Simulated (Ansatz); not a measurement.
# Ba: how the settings move a relaxation

How sensitive is a relaxation of Ba to its settings? A reference run comes first, then one run with altered input.

Method: reference: DFT, PBEsol, PAW with Ansatz's default frozen-core files, scalar-relativistic; relaxation of cell and atoms, in Ansatz 0.2.0.

## (1) The starting structure

Symmetry: Fm-3m, No. 225, cubic system. Conventional cell: a = 6.465 Å, b = 6.465 Å, c = 6.465 Å, α = 90.00°, β = 90.00°, γ = 90.00°.

Structure file:

```
CELL_PARAMETERS angstrom
0.00000 3.23267 3.23267
3.23267 0.00000 3.23267
3.23267 3.23267 0.00000
ATOMIC_POSITIONS crystal
Ba 0.00000 0.00000 0.00000
```

## (2) Reference

Contents of input.yaml:

```yaml
crystal:
  lattice:
    - [0.0, 3.2326650028, 3.2326650028]
    - [3.2326650028, 0.0, 3.2326650028]
    - [3.2326650028, 3.2326650028, 0.0]
  atoms:
    - { symbol: Ba, position: [0.0, 0.0, 0.0] }
kpoints:
  mp_grid: { grid: [12, 12, 12] }
scf:
  occupations: { method: fermi_dirac, width: 0.05 }
hamiltonian:
  xc: pbesol
  pseudopotentials: { kind: paw }
relax:
  f_tol: 0.002
  max_steps: 80
  cell: {}
output:
  forces: true
  stress: true
```

On the command line:

```console
ansatz run input.yaml --threads 2 --pin off --max-ram 5120MiB --backend cpu --events-out ev --progress --plain --runs-dir out
```

From the output:

```text
[...]
Basis set: ecut = 420 eV, 1363 PW (Γ), exchange–correlation on 64×64×64 points (8 copies of the dense FFT grid, shifted against one another)
[...]
k-points: 72 of 1728
[...]
SCF iter   1: F=—  HF=-5862.567871 eV  |F-HF|=—  |Δ(HF+E_count)|=         —  Δρ=1.52e-3  dr2=1.18e-3  ethr=1.77e-3  ⟨swp⟩=7.7  Hψ=6450  notcnv=0
preconditioner: auto → Kerker (q_TF=auto, 1.984 Å⁻¹)  [metal: Δε(μ)=0.013 eV  Ē_g=2.671 eV  σ=0.050 eV  W_gap=0.07  n_scr=14 (ndim 8)  ℏωp=6.4 eV  f_vac=0.000  D(μ)=1.67/eV (n_scr^D=14)]
SCF iter   2: F=—  HF=-5862.568014 eV  |F-HF|=—  |Δ(HF+E_count)|=   1.43e-4  Δρ=8.76e-4  dr2=4.47e-4  ethr=1.18e-5  ⟨swp⟩=2.3  Hψ=1505  notcnv=0
[...]
relax step   1: F+E_penalty+E_count = -5862.56796218 eV  Δ(F+E_penalty+E_count) = +0.000e0 eV  max|allowed force component| = 0.000e0 eV/Å  Δτ_max = 0.0000 Å  P = -1.021 GPa  Ω = 67.563 Å³  (6 SCF iters, dr2 threshold 1.00e-7 eV, accepted)
[...]
Basis set: ecut = 420 eV, 1243 PW (Γ), exchange–correlation on 64×64×64 points (8 copies of the dense FFT grid, shifted against one another)
[...]
relax step   2: F+E_penalty+E_count = -5862.57976823 eV  Δ(F+E_penalty+E_count) = -1.181e-2 eV  max|allowed force component| = 0.000e0 eV/Å  Δτ_max = 0.0000 Å  P = -0.835 GPa  Ω = 65.531 Å³  energy of the carried Pulay correction = +1.119e-5 eV  (4 SCF iters, 
[...]
Basis set: ecut = 420 eV, 1139 PW (Γ), exchange–correlation on 64×64×64 points (8 copies of the dense FFT grid, shifted against one another)
[...]
relax step   3: F+E_penalty+E_count = -5862.59889028 eV  Δ(F+E_penalty+E_count) = -1.912e-2 eV  max|allowed force component| = 0.000e0 eV/Å  Δτ_max = 0.0000 Å  P = +0.103 GPa  Ω = 57.753 Å³  energy of the carried Pulay correction = +5.740e-5 eV  (5 SCF iters, 
[...]
relax step   4: F+E_penalty+E_count = -5862.59912317 eV  Δ(F+E_penalty+E_count) = -2.329e-4 eV  max|allowed force component| = 0.000e0 eV/Å  Δτ_max = 0.0000 Å  P = -0.003 GPa  Ω = 58.516 Å³  energy of the carried Pulay correction = +5.261e-5 eV  (4 SCF iters, 
Basis set: ecut = 420 eV, 1139 PW (Γ), exchange–correlation on 60×60×60 points (8 copies of the dense FFT grid, shifted against one another)
[...]
SCF iter   3: F=—  HF=-5862.599083 eV  |F-HF|=—  |Δ(HF+E_count)|=   2.30e-8  Δρ=2.88e-7  dr2=5.01e-11  ethr=5.13e-11  ⟨swp⟩=2.0  Hψ=1014  notcnv=0
SCF iter   4: F=-5862.599083 eV  HF=-5862.599083 eV  |F-HF|=3.64e-12  |Δ(HF+E_count)|=  2.73e-12  Δρ=1.06e-7  dr2=2.28e-12  ethr=1.00e-12  ⟨swp⟩=5.8  Hψ=2540  notcnv=0
[...]
relax step   5: F+E_penalty+E_count = -5862.59908349 eV  Δ(F+E_penalty+E_count) = +3.968e-5 eV  max|allowed force component| = 0.000e0 eV/Å  Δτ_max = 0.0000 Å  P = -0.003 GPa  Ω = 58.516 Å³  stress off target by 2.96e-3 GPa  SCF on the basis re-selected at thi
[...]
SCF converged after 4 iterations
Free energy (F): -5862.599083 eV
[...]
E sigma→0 (E₀):  -5862.592346 eV
[...]
Fermi energy:    6.324104 eV
[...]
  P = ⅓ Tr σ = -0.0030 GPa (-0.030 kbar)
--- Relaxed structure (4 steps of the walk, 4 accepted, 1 SCFs on fresh bases) ---
[...]
```

It took 5.1 s on 2 threads of Arm Neoverse V2, shared host; peak memory 0.36 GiB.

## (3) Changed: preconditioner kerker, mixing.algorithm msr1, mixing.beta 0.2, mixing.ndim 16

Changes to input.yaml since step 2:

```diff
@@ -11,2 +11,3 @@
   occupations: { method: fermi_dirac, width: 0.05 }
+  mixing: { preconditioner: kerker, algorithm: msr1, beta: 0.2, ndim: 16 }
 hamiltonian:
```

On the command line:

```console
ansatz run input.yaml --threads 2 --pin off --max-ram 5120MiB --backend cpu --events-out ev --progress --plain --runs-dir out
```

Log:

```text
Engine: ansatz 0.2.0
Pseudopotentials: kind: paw
Pseudopotential: Ba, paw, valence charge 10, recommended cutoff 420 eV (normal), Ba.paw.azcp
Functional definition: PBEsol
  exchange = pbesol_x
  correlation = pbesol_c
Crystal: 1 atoms, lattice volume = 67.563 Å³
Basis set: ecut = 420 eV, 1363 PW (Γ), exchange–correlation on 64×64×64 points (8 copies of the dense FFT grid, shifted against one another)
Bands: 9, of which v1, the nominal top of the filled ones, is band 5 counted from 1 (4 counted from 0)
Symmetry: 48 space group operations
Space group: Fm-3m (ITA 225), of the structure as read, at distance tolerance 4.1e-5 Å
k-points: 72 of 1728
Non-local potential: Ba, projectors of the file, l = 0: 3, l = 1: 2, l = 2: 2, l = 3: 2
PAW form: soft (Blöchl's): semilocal exchange-correlation on the pseudo side does not see the compensation charge
PAW frozen core: Ba, regenerated for the run's functional, and the local potential with it (the file was generated under x = pbe(κ = 0.804, μ = 0.2195149727645171), c = pbe(β = 0.06672455060314922))
PAW one-centre angular grid: Ba, 194 points (default); XC on 64 Gauss nodes
Initial density: superposition of atomic densities (neutral atoms: chi_scale 0, normalization atom), corrected by the library's trained network
Initial wavefunctions: pseudopotential atomic-orbital guess
Functional: x = pbesol(κ = 0.804, μ = 0.12345679012345678), c = pbesol(β = 0.046)
SCF iter   1: F=—  HF=-5862.567871 eV  |F-HF|=—  |Δ(HF+E_count)|=         —  Δρ=1.52e-3  dr2=1.18e-3  ethr=1.77e-3  ⟨swp⟩=7.7  Hψ=6450  notcnv=0
SCF iter   2: F=—  HF=-5862.568050 eV  |F-HF|=—  |Δ(HF+E_count)|=   1.79e-4  Δρ=1.26e-3  dr2=8.19e-4  ethr=1.18e-5  ⟨swp⟩=2.4  Hψ=1501  notcnv=0
SCF iter   3: F=—  HF=-5862.567971 eV  |F-HF|=—  |Δ(HF+E_count)|=   7.91e-5  Δρ=2.36e-4  dr2=5.64e-5  ethr=8.19e-6  ⟨swp⟩=1.2  Hψ=661  notcnv=0
SCF iter   4: F=—  HF=-5862.567963 eV  |F-HF|=—  |Δ(HF+E_count)|=   7.66e-6  Δρ=1.36e-4  dr2=1.50e-5  ethr=5.64e-7  ⟨swp⟩=1.2  Hψ=662  notcnv=0
SCF iter   5: F=—  HF=-5862.567962 eV  |F-HF|=—  |Δ(HF+E_count)|=   1.03e-6  Δρ=2.27e-5  dr2=3.04e-7  ethr=1.50e-7  ⟨swp⟩=2.2  Hψ=932  notcnv=0
SCF iter   6: F=-5862.567962 eV  HF=-5862.567962 eV  |F-HF|=6.39e-9  |Δ(HF+E_count)|=   3.77e-8  Δρ=1.17e-5  dr2=5.81e-8  ethr=1.00e-9  ⟨swp⟩=4.9  Hψ=2195  notcnv=0
SCF 1 converged in 6 iterations: F = -5862.567962 eV  dr2 = 5.81e-8
relax step   1: F+E_penalty+E_count = -5862.56796217 eV  Δ(F+E_penalty+E_count) = +0.000e0 eV  max|allowed force component| = 0.000e0 eV/Å  Δτ_max = 0.0000 Å  P = -1.021 GPa  Ω = 67.563 Å³  (6 SCF iters, dr2 threshold 1.00e-7 eV, accepted)
Crystal: 1 atoms, lattice volume = 65.531 Å³
Basis set: ecut = 420 eV, 1243 PW (Γ), exchange–correlation on 64×64×64 points (8 copies of the dense FFT grid, shifted against one another)
Initial density: handed on by an earlier stage of this run
Initial wavefunctions: those handed on with the density
iter 1 solved again at ethr=7.95e-7 eV; its pass at ethr=3.10e-3 eV (dr2=7.95e-5 eV) is discarded
SCF iter   1: F=—  HF=-5862.579766 eV  |F-HF|=—  |Δ(HF+E_count)|=         —  Δρ=3.73e-4  dr2=8.03e-5  ethr=7.95e-7  ⟨swp⟩=3.0  Hψ=7335  notcnv=0
SCF iter   2: F=—  HF=-5862.579766 eV  |F-HF|=—  |Δ(HF+E_count)|=   1.49e-7  Δρ=3.10e-4  dr2=5.59e-5  ethr=7.95e-7  ⟨swp⟩=1.0  Hψ=648  notcnv=0
SCF iter   3: F=—  HF=-5862.579769 eV  |F-HF|=—  |Δ(HF+E_count)|=   3.14e-6  Δρ=2.61e-5  dr2=3.87e-7  ethr=5.59e-7  ⟨swp⟩=3.0  Hψ=1020  notcnv=0
SCF iter   4: F=-5862.579770 eV  HF=-5862.579770 eV  |F-HF|=3.98e-8  |Δ(HF+E_count)|=   3.14e-7  Δρ=1.01e-5  dr2=8.87e-8  ethr=1.00e-9  ⟨swp⟩=4.3  Hψ=2093  notcnv=0
SCF 2 converged in 4 iterations: F = -5862.579770 eV  dr2 = 8.87e-8
relax step   2: F+E_penalty+E_count = -5862.57976980 eV  Δ(F+E_penalty+E_count) = -1.181e-2 eV  max|allowed force component| = 0.000e0 eV/Å  Δτ_max = 0.0000 Å  P = -0.835 GPa  Ω = 65.531 Å³  energy of the carried Pulay correction = +1.120e-5 eV  (4 SCF iters, dr2 threshold 1.00e-7 eV, accepted)
Crystal: 1 atoms, lattice volume = 57.764 Å³
Basis set: ecut = 420 eV, 1139 PW (Γ), exchange–correlation on 64×64×64 points (8 copies of the dense FFT grid, shifted against one another)
iter 1 solved again at ethr=1.73e-5 eV; its pass at ethr=3.10e-3 eV (dr2=1.73e-3 eV) is discarded
SCF iter   1: F=—  HF=-5862.599120 eV  |F-HF|=—  |Δ(HF+E_count)|=         —  Δρ=1.82e-3  dr2=1.81e-3  ethr=1.73e-5  ⟨swp⟩=1.8  Hψ=7493  notcnv=0
SCF iter   2: F=—  HF=-5862.599045 eV  |F-HF|=—  |Δ(HF+E_count)|=   7.46e-5  Δρ=1.51e-3  dr2=1.27e-3  ethr=1.73e-5  ⟨swp⟩=1.0  Hψ=649  notcnv=0
SCF iter   3: F=—  HF=-5862.598894 eV  |F-HF|=—  |Δ(HF+E_count)|=   1.51e-4  Δρ=1.38e-4  dr2=4.76e-6  ethr=1.27e-5  ⟨swp⟩=2.8  Hψ=1265  notcnv=0
SCF iter   4: F=—  HF=-5862.598897 eV  |F-HF|=—  |Δ(HF+E_count)|=   2.58e-6  Δρ=4.07e-5  dr2=6.14e-7  ethr=4.76e-8  ⟨swp⟩=2.6  Hψ=1018  notcnv=0
SCF iter   5: F=-5862.598898 eV  HF=-5862.598898 eV  |F-HF|=3.53e-8  |Δ(HF+E_count)|=   8.01e-7  Δρ=8.56e-6  dr2=4.30e-8  ethr=1.00e-9  ⟨swp⟩=4.9  Hψ=2132  notcnv=0
SCF 3 converged in 5 iterations: F = -5862.598898 eV  dr2 = 4.30e-8
relax step   3: F+E_penalty+E_count = -5862.59889755 eV  Δ(F+E_penalty+E_count) = -1.913e-2 eV  max|allowed force component| = 0.000e0 eV/Å  Δτ_max = 0.0000 Å  P = +0.102 GPa  Ω = 57.764 Å³  energy of the carried Pulay correction = +5.734e-5 eV  (5 SCF iters, dr2 threshold 1.00e-7 eV, accepted)
Crystal: 1 atoms, lattice volume = 58.517 Å³
iter 1 solved again at ethr=6.95e-8 eV; its pass at ethr=3.10e-3 eV (dr2=6.95e-6 eV) is discarded
SCF iter   1: F=—  HF=-5862.599130 eV  |F-HF|=—  |Δ(HF+E_count)|=         —  Δρ=2.15e-4  dr2=2.88e-5  ethr=6.95e-8  ⟨swp⟩=3.0  Hψ=7298  notcnv=0
eigensolver tolerance schedule calibrated: the retry pair's looser diagonalisation under-reported the residual by θ = 0.76 (0.16/decade); ethr = c·dr2/N_el runs at the constant in force after the calibration composes with the one it found (an armed cap, an earlier calibration), c = 3.8e-2
SCF iter   2: F=—  HF=-5862.599128 eV  |F-HF|=—  |Δ(HF+E_count)|=   1.91e-6  Δρ=1.78e-4  dr2=2.00e-5  ethr=6.95e-8  ⟨swp⟩=1.0  Hψ=648  notcnv=0
SCF iter   3: F=—  HF=-5862.599123 eV  |F-HF|=—  |Δ(HF+E_count)|=   4.63e-6  Δρ=1.41e-5  dr2=5.52e-8  ethr=6.95e-8  ⟨swp⟩=2.0  Hψ=1017  notcnv=0
SCF iter   4: F=-5862.599123 eV  HF=-5862.599123 eV  |F-HF|=4.28e-9  |Δ(HF+E_count)|=   4.70e-8  Δρ=4.58e-6  dr2=9.48e-9  ethr=9.69e-11  ⟨swp⟩=4.3  Hψ=2101  notcnv=0
SCF 4 converged in 4 iterations: F = -5862.599123 eV  dr2 = 9.48e-9
relax step   4: F+E_penalty+E_count = -5862.59912315 eV  Δ(F+E_penalty+E_count) = -2.256e-4 eV  max|allowed force component| = 0.000e0 eV/Å  Δτ_max = 0.0000 Å  P = -0.003 GPa  Ω = 58.517 Å³  energy of the carried Pulay correction = +5.262e-5 eV  (4 SCF iters, dr2 threshold 2.58e-8 eV, accepted)
Basis set: ecut = 420 eV, 1139 PW (Γ), exchange–correlation on 60×60×60 points (8 copies of the dense FFT grid, shifted against one another)
Initial wavefunctions: pseudopotential atomic-orbital guess (no wavefunctions were taken with the density)
iter 1 solved again at ethr=3.39e-8 eV; its pass at ethr=3.10e-3 eV (dr2=3.39e-6 eV) is discarded
SCF iter   1: F=—  HF=-5862.599084 eV  |F-HF|=—  |Δ(HF+E_count)|=         —  Δρ=2.02e-5  dr2=3.03e-8  ethr=3.39e-8  ⟨swp⟩=3.1  Hψ=8447  notcnv=0
SCF iter   2: F=—  HF=-5862.599083 eV  |F-HF|=—  |Δ(HF+E_count)|=   4.40e-7  Δρ=1.64e-5  dr2=2.06e-8  ethr=3.03e-10  ⟨swp⟩=1.8  Hψ=741  notcnv=0
SCF iter   3: F=—  HF=-5862.599083 eV  |F-HF|=—  |Δ(HF+E_count)|=   5.47e-8  Δρ=8.98e-7  dr2=4.21e-10  ethr=2.06e-10  ⟨swp⟩=2.2  Hψ=1008  notcnv=0
SCF iter   4: F=—  HF=-5862.599083 eV  |F-HF|=—  |Δ(HF+E_count)|=  2.55e-11  Δρ=4.80e-7  dr2=1.30e-10  ethr=4.21e-12  ⟨swp⟩=1.1  Hψ=654  notcnv=0
SCF iter   5: F=-5862.599083 eV  HF=-5862.599083 eV  |F-HF|=3.64e-12  |Δ(HF+E_count)|=  2.18e-11  Δρ=7.77e-8  dr2=4.63e-12  ethr=1.00e-12  ⟨swp⟩=4.1  Hψ=3063  notcnv=0
SCF 5 converged in 5 iterations: F = -5862.599083 eV  dr2 = 4.63e-12
relax step   5: F+E_penalty+E_count = -5862.59908347 eV  Δ(F+E_penalty+E_count) = +3.968e-5 eV  max|allowed force component| = 0.000e0 eV/Å  Δτ_max = 0.0000 Å  P = -0.003 GPa  Ω = 58.517 Å³  stress off target by 3.06e-3 GPa  SCF on the basis re-selected at this cell (its energy is not comparable with the rows above)  (5 SCF iters)
basis re-selected at this cell: Δ(F+E_penalty+E_count) = +3.968e-5 eV, ΔP = -0.000 GPa vs the last step (what re-selecting the basis moved, of the pressure what is left beyond the Pulay correction that the steps carried, after the strain that the cell walked since its last selection, with what the two solves' SCF thresholds leave and, on support functions, any second-order correction that the steps lacked; it is no measure of the basis error at this ecutwfc). The dense FFT grid was sized anew with the basis: this SCF ran on 30×30×30 points, the steps before it on 32×32×32, so part of this shift can come from that change (see relax.cell in the input reference). This SCF's stress stands 3.06e-3 GPa from its target on what of the cell is left free (relax.cell.stress_tol is 5.00e-2 GPa) and its largest allowed force component is 0.00e0 eV/Å (relax.f_tol is 2.00e-3 eV/Å): within both
SCF converged after 5 iterations
Free energy (F): -5862.599083 eV
Harris-Foulkes:  -5862.599083 eV  (|F-HF|=3.64e-12)
Internal energy: -5862.585609 eV  (E = F + TS)
E sigma→0 (E₀):  -5862.592346 eV
Entropy (-TS):   -0.013474 eV (-13.474 meV/atom)
Fermi energy:    6.324003 eV
--- Per-component energies (eV) ---
  E_band       = -78.895000
  E_kinetic    = 166.895652
  E_local      = -359.734828  (includes V_loc(G=0)·N_el)
  E_nonlocal   = 58.578271
  E_hartree    = 112.969219
  E_xc         = -165.285212
  E_vxc        = -133.565429  (∫ρ·V_xc dr)
  E_paw        = -5140.526771  (= ΣΔE_a)
  E_vpaw       = -37.007135  (= ΣTr[D̂ρ^β])
  E_aug_tail   = -0.000002  (compensation charges beyond the density's cutoff)
  E_ewald      = -535.633372
  E_core_change = 0.151433  (= ΣΔE_core)
  E_smearing   = -0.013474  (= −TS)
  E_closure    = 0.000000  (closes the sum)
  Σ components = -5862.599083   (vs F -5862.599083, Δ=0.00e0)
--- Forces (eV/Å), atoms counted from 1 ---
  atom   1  Ba     0.00000000     0.00000000    -0.00000000
  max |Σ_I F_I| component: 4.11e-32 eV/Å
--- Stress (GPa, compression-positive) ---
       -0.003062      -0.000000      -0.000000
       -0.000000      -0.003062      -0.000000
       -0.000000      -0.000000      -0.003062
  P = ⅓ Tr σ = -0.0031 GPa (-0.031 kbar)
--- Relaxed structure (4 steps of the walk, 4 accepted, 1 SCFs on fresh bases) ---
  F+E_penalty+E_count = -5862.59908347 eV   max|allowed force component| = 0.000e0 eV/Å   (the final SCF, on the basis selected at the relaxed cell)
  cell:  # Å, volume = 58.5169 Å³
    - [-6.655829717969863e-34, 3.08141687549975, 3.08141687549975]
    - [3.08141687549975, -1.3076794631298446e-33, 3.08141687549975]
    - [3.08141687549975, 3.08141687549975, -1.4637252316372722e-33]
  atoms:
    - { symbol: Ba, position: [0.0, 0.0, 0.0] }
```

Wall time 4.8 s (2 threads of Arm Neoverse V2, shared host); peak memory 0.35 GiB.

With the changed mixing the energy agrees within 0.5 meV/atom. Cost: 24 SCF cycles against 23.

## (4) Comparison

```
                                                                             run     ending  energy change  pressure (GPa)  gap (eV)  force (eV/Å)  cycles   time
                                                                       reference  converged              0             0.0      0.00          0.00      23  5.1 s
1: preconditioner kerker, mixing.algorithm msr1, mixing.beta 0.2, mixing.ndim 16  converged   0.0 meV/atom             0.0      0.00          0.00      24  4.8 s
```

**Reading.** The changed mixing doesn't alter the result here (within 0.5 meV/atom). Cost: 24 SCF cycles against 23.
